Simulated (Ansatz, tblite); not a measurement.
**The cluster Cu3H2+: a ladder of methods and basis sets**

The task here is to estimate one member of a computed series from the others.

Computed with Ansatz 0.2.0, Gaussian basis. Level: as each input shows.

Plan: GFN1-xTB, GFN2-xTB, PBE-D4/def2-TZVP, r2SCAN-D4/def2-TZVP, r2SCAN0-D4/def2-TZVP, BLYP-D4/def2-TZVP, B3LYP-D4/def2-TZVP, BHLYP-D4/def2-TZVP, B2PLYP/def2-TZVP, PBE-D4/def2-SVP, PBE0-D4/def2-SVP, HF/STO-3G, CCSD(T)/def2-TZVP, RPA/def2-TZVP.

1 further run of the same task is left out (set aside as unsound or not needed).

### The relaxed structure

The singlet was relaxed beforehand with B3LYP-D4/def2-TZVP. At that level it is the lowest of the isomers that a small search found.

5 atoms, charge 1, spin multiplicity 1.

Bond lengths: Cu1–Cu2 2.547 Å, Cu1–Cu3 2.547 Å, Cu1–H4 1.612 Å, Cu1–H5 1.612 Å, Cu2–H5 1.559 Å, Cu3–H4 1.560 Å. Angles: Cu2–Cu1–Cu3 162.2°, Cu2–Cu1–H4 145.5°, Cu2–Cu1–H5 35.9°, Cu3–Cu1–H4 35.9°, Cu3–Cu1–H5 145.4°, H4–Cu1–H5 175.1°, Cu1–Cu2–H5 37.3°, Cu1–Cu3–H4 37.3°, Cu1–H4–Cu3 106.8°, Cu1–H5–Cu2 106.8°.

No spin-orbit coupling is included. The ion is computed in the gas phase, without counter-ions or solvent.

PBE0-D4/def2-TZVP was run before; its log isn't repeated, and its numbers join the tables.

The first run:

Tight binding, by tblite at 300 K electronic temperature and without a spin-polarisation term:

```python
tblite.interface.Calculator('GFN1-xTB', numbers, positions, charge=1, uhf=0).singlepoint()
```

Tight binding, by tblite at 300 K electronic temperature and without a spin-polarisation term:

```python
tblite.interface.Calculator('GFN2-xTB', numbers, positions, charge=1, uhf=0).singlepoint()
```

start.molden holds the orbitals of an earlier run on this state, given as this run's starting guess.

in.yaml

```yaml
crystal:
  periodic: [false, false, false]
  atoms:
    - {symbol: Cu, position_ang: [-0.110817, 0.066383, -0.018198]}
    - {symbol: Cu, position_ang: [0.875819, 1.464544, 1.868505]}
    - {symbol: Cu, position_ang: [-0.425218, -1.730964, -1.795543]}
    - {symbol: H, position_ang: [-0.105419, -0.216429, -1.605479]}
    - {symbol: H, position_ang: [-0.234365, 0.416466, 1.550715]}
basis:
  gaussian: {orbitals: def2-TZVP, initial_orbitals: start.molden}
total_charge: 1
hamiltonian: {xc: pbe, dispersion: d4}
scf: {omitted_lower_state_checks: [starts]}
output: {orbitals: {seedname: orbitals}}
```

Run with:

```sh
> ansatz run in.yaml --threads 4 --pin off --events-out ev --progress --plain --max-ram 3916MiB
```

Steps of the session up to this table: PBE-D4/def2-TZVP; r2SCAN-D4/def2-TZVP; r2SCAN0-D4/def2-TZVP; BLYP-D4/def2-TZVP; B3LYP-D4/def2-TZVP; BHLYP-D4/def2-TZVP; B2PLYP/def2-TZVP; PBE-D4/def2-SVP; PBE0-D4/def2-SVP; HF/STO-3G; CCSD(T)/def2-TZVP; RPA/def2-TZVP.

One of the session's tables, all rows but one given; the rest of the session is left out.

```
               level  HOMO (eV)  LUMO (eV)  gap (eV)
           HF/STO-3G     -10.81      -5.46      5.35
     PBE-D4/def2-SVP     -10.07      -7.43      2.64
    PBE-D4/def2-TZVP     -10.69      -7.86      2.82
   BLYP-D4/def2-TZVP     -10.66      -7.94      2.72
 r2SCAN-D4/def2-TZVP     -10.69      -7.49      3.20
  B3LYP-D4/def2-TZVP     -11.97      -7.19      4.78
    PBE0-D4/def2-SVP     -11.62      -6.36      5.26
   PBE0-D4/def2-TZVP     -12.06      -6.72      5.34
r2SCAN0-D4/def2-TZVP     -12.08      -6.49      5.59
  BHLYP-D4/def2-TZVP          ?          ?         ?
```

Q: Estimate the row for BHLYP-D4/def2-TZVP from the others.

Worked estimate for «HOMO (eV)». Against the share of exact exchange, BLYP-D4/def2-TZVP (0, -10.66), B3LYP-D4/def2-TZVP (0.2, -11.97) give a slope of -6.55 per unit share; at 0.5 the line stands at -13.94.

**Answer.** HOMO (eV): -13.35; LUMO (eV): -5.84; gap (eV): 7.51. In «HOMO (eV)» the line misses by -0.59.
